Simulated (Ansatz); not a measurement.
**FH₇O₃Si₃: a ladder of functionals and wavefunction methods**

One table from this session's results is given with a row withheld; the runs are named, their logs left out.

Computed with Ansatz 0.2.0, Gaussian basis. Level: functionals in def2-TZVPP, the program's frozen cores in correlated methods.

Levels to be run: PBE-D4, r2SCAN-D4, PBE0-D4, B3LYP-D4, ωB97X-V, ωB97M-V, B2PLYP; CCSD(T)/def2-TZVPP; MP2/def2-QZVPP; extrapolation to the limit.

## The relaxed structure

The geometry comes from an earlier relaxation with PBE0-D4 in a triple-zeta def2 set; it is a stationary point, not always the lowest conformer.

14 atoms, charge 0, spin multiplicity 1.

Atoms are counted from 1 here; the program's logs count them from 0.

Bond lengths: O1–Si2 1.620 Å, O1–H8 0.957 Å, Si2–F3 1.585 Å, Si2–O4 1.605 Å, Si2–O6 1.608 Å, O4–Si5 1.642 Å, Si5–H9 1.484 Å, Si5–H10 1.483 Å, Si5–H11 1.482 Å, O6–Si7 1.640 Å, Si7–H12 1.485 Å, Si7–H13 1.484 Å, Si7–H14 1.482 Å. Angles: Si2–O1–H8 119.3°, O1–Si2–F3 109.7°, O1–Si2–O4 108.0°, O1–Si2–O6 112.0°, F3–Si2–O4 109.1°, F3–Si2–O6 107.0°, O4–Si2–O6 111.0°, Si2–O4–Si5 146.3°, O4–Si5–H9 110.2°, O4–Si5–H10 109.8°, O4–Si5–H11 107.5°, H9–Si5–H10 109.6°, H9–Si5–H11 109.9°, H10–Si5–H11 109.8°, Si2–O6–Si7 147.1°, O6–Si7–H12 110.0°, O6–Si7–H13 109.9°, O6–Si7–H14 107.7° and more.

Set-up of the first run:

File in.yaml:

```yaml
crystal:
  periodic: [false, false, false]
  atoms:
    - {symbol: O, position_ang: [0.253749, -1.840884, -1.276717]}
    - {symbol: Si, position_ang: [-0.588082, -0.702818, -0.489043]}
    - {symbol: F, position_ang: [-2.088196, -1.180689, -0.305402]}
    - {symbol: O, position_ang: [0.079692, -0.502374, 0.956375]}
    - {symbol: Si, position_ang: [1.054453, -1.143237, 2.112169]}
    - {symbol: O, position_ang: [-0.632100, 0.684628, -1.300937]}
    - {symbol: Si, position_ang: [-0.543209, 2.321008, -1.236577]}
    - {symbol: H, position_ang: [-0.014247, -2.093389, -2.160506]}
    - {symbol: H, position_ang: [0.665467, -2.547900, 2.389777]}
    - {symbol: H, position_ang: [2.466206, -1.098174, 1.658849]}
    - {symbol: H, position_ang: [0.894120, -0.322822, 3.336026]}
    - {symbol: H, position_ang: [0.569800, 2.735162, -0.345599]}
    - {symbol: H, position_ang: [-1.820800, 2.877232, -0.725919]}
    - {symbol: H, position_ang: [-0.296855, 2.814258, -2.612496]}
basis:
  gaussian: {orbitals: def2-TZVPP}
hamiltonian: {xc: pbe, dispersion: d4}
output: {forces: true, orbitals: {seedname: orbitals}}
```

On the command line:

```console
$ ansatz run in.yaml --threads 2 --pin off --events-out ev --progress --plain --max-ram 32768MiB --backend cuda --devices 0, --max-vram 18GiB
```

Steps of the session up to this table: PBE-D4 (GGA); r2SCAN-D4 (meta-GGA); PBE0-D4 (hybrid); B3LYP-D4 (hybrid); ωB97X-V (range-separated); ωB97M-V (range-separated); B2PLYP (double hybrid); CCSD(T) in def2-TZVPP; MP2 in def2-QZVPP.

One table of the session follows, with a row left open; its other results are not shown here.

| method | atomisation energy (eV) |
| --- | --- |
| PBE-D4 | 55.461 |
| r2SCAN-D4 | 55.736 |
| PBE0-D4 | 54.692 |
| B3LYP-D4 | 55.464 |
| ωB97X-V | 56.004 |
| ωB97M-V | 55.889 |
| B2PLYP | 55.113 |
| HF/def2-TZVPP | 41.602 |
| MP2/def2-TZVPP | 55.693 |
| CCSD/def2-TZVPP | ? |
| CCSD(T)/def2-TZVPP | 54.462 |
| MP2/CBS | 57.398 |
| CCSD(T)/CBS | 56.167 |

Q: Estimate the row for CCSD/def2-TZVPP from the others.

The run gave: atomisation energy (eV): 53.798. In the column «atomisation energy (eV)» it lies between HF/def2-TZVPP (41.602) and CCSD(T)/def2-TZVPP (54.462).
